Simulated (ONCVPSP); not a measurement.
# Pseudopotential generation for F: ONCV, LDA (Perdew-Wang 92)

Task: generate the file, and judge it by its errors in other configurations, its logarithmic derivatives, its ghosts and its cutoff.

Program: ONCVPSP 4.0.1. Reference atom: LDA (Perdew-Wang 92), scalar-relativistic, spherical and spin-unpolarised. All values are calculated.

### Step 1. Settings

Typed settings, in words:

```
element                 : fluorine (F, Z = 9)
type                    : optimised norm-conserving Vanderbilt (ONCV)
frozen core             : [He]
valence charge          : 7
reference configuration : 2s2 2p5
partial waves           : 2s: rc 0.65 bohr, ncon 5, nbas 8, qcut 7.9 1/bohr, 2 projectors, debl 1.2 Ha; 2p: rc 0.95 bohr, ncon 4, nbas 8, qcut 15.9 1/bohr, 3 projectors, debl 2.5 Ha; d scattering state at 0.08 Ha: rc 1.05 bohr, ncon 3, nbas 7, qcut 8.1 1/bohr, 2 projectors, debl 2.4 Ha
local potential         : polynomial inside 0.55 bohr (lpopt 5, dvloc0 6 Ha)
core correction         : polynomial model core, fcfact 0.3
```

An earlier all-electron run gives the scale for the radii.

All-electron outer shells of the reference configuration (LDA (PZ), scalar-relativistic, ld1.x):

```tsv
shell	level (eV)	outermost node (bohr)	outermost maximum (bohr)
1s	-658.96	–	0.12
2s	-29.65	0.24	0.77
2p	-11.29	–	0.71
```

### Step 2. The generation run

File F.dat:

```
# ATOM AND REFERENCE CONFIGURATION
# atsym  z   nc   nv     iexc    psfile
  F 9.00    1    2  -001012      upf
#
#   n    l    f
    1    0    2.00
    2    0    2.00
    2    1    5.00
#
# PSEUDOPOTENTIAL AND OPTIMIZATION
# lmax
    2
#
#   l,   rc,      ep,       ncon, nbas, qcut
    0    0.65    0.00    5    8    7.90
    1    0.95    0.00    4    8   15.90
    2    1.05    0.08    3    7    8.10
#
# LOCAL POTENTIAL
# lloc, lpopt,  rc(5),   dvloc0
    4    5    0.55    6.00
#
# VANDERBILT-KLEINMAN-BYLANDER PROJECTORs
# l, nproj, debl
    0    2    1.20
    1    3    2.50
    2    2    2.40
#
# MODEL CORE CHARGE
# icmod, fcfact, rcfact
    1    0.30    0.00
#
# LOG DERIVATIVE ANALYSIS
# epsh1, epsh2, depsh
   -3.00    5.00    0.02
#
# OUTPUT GRID
# rlmax, drl
    6.00    0.01
#
# TEST CONFIGURATIONS
# ncnf
    4
# nvcnf
#   n    l    f
    2
    2    0    2.00
    2    1    4.00
#
    2
    2    0    2.00
    2    1    3.00
#
    2
    2    0    2.00
    2    1    2.00
#
    2
    2    0    1.00
    2    1    5.00
#
```

The run is started by

```bash
$ oncvpsp.x < F.dat > F.out
```

**Question.** What will these runs give? Wanted: cutoffs for 1 and 0.1 mHa per electron, occupied waves; bound ghosts; GHOST(+) flags; largest test error; largest phase difference near zero energy, channels read; rms error of d²Exc/dn², without and with the model core.

The runs gave:

| quantity | value |
| --- | --- |
| cutoffs for 1 and 0.1 mHa per electron, occupied waves | 114 Ha and 255 Ha |
| bound ghosts | none found |
| GHOST(+) flags | none at low energy (1 near or above the test basis's cutoff) |
| largest test error (AE − PS) | +69 meV, for 2s2 2p2 |
| largest phase difference near zero energy, channels read | 0.000 rad |
| rms error of d²Exc/dn², without and with the model core | 2.70 and 0.95 mHa |

In words: By total energies transferability is fair: the largest error is 69 meV on 118.8 eV, for 2s2 2p2. That test lies far up in energy; among those under 40 eV, nearer to bonding, the largest error is 6.7 meV. The potential is very hard: the looser tolerance needs 114 Ha. At the looser tolerance the 2s wave is the slowest; 2p needs 76 Ha. It is free of bound ghosts as far as tested. Near zero energy the phases of the channels with partial waves agree within 0.001 rad. All of this concerns the isolated atom, not yet a solid.
